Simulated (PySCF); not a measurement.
# BrLi (Lithium Bromide): the cost of one run

The runs use PySCF 2.14.0, with density-fitted response routines of our own; the level of theory stands in each step. All values are computed, except where a source is named. Atoms count from 0, in the outputs and in this text.

**1. The molecule as given**

2 atoms, charge 0, multiplicity 1; geometry from: GFN2-xTB. The atoms were then displaced at random by about 0.01 Å, so the start is not that level's minimum.

Bonds of the start (Å): Li0–Br1 2.22.

**2. Optimising the geometry at PBE0-D3(BJ)/def2-TZVP**

What the job is given:

```
{"job": {"xc": "PBE0", "basis": "def2-TZVP", "d3": "d3bj", "grid": 2, "shake": 0.01, "kind": "geom"}, "charge": 0, "multiplicity": 1}
Li     1.120710    -0.028310     0.001170
Br    -1.103220    -0.000510    -0.013290
```

Run with:

```
$ OMP_NUM_THREADS=1 python probes_run.py task.json out
```

One launch serves the whole session: the jobs run in the order shown.

Q: Estimate the wall time and peak memory of this first job on 1 thread of Arm Neoverse V1, shared host.

About 2.9 s, with a peak of 0.34 GiB.
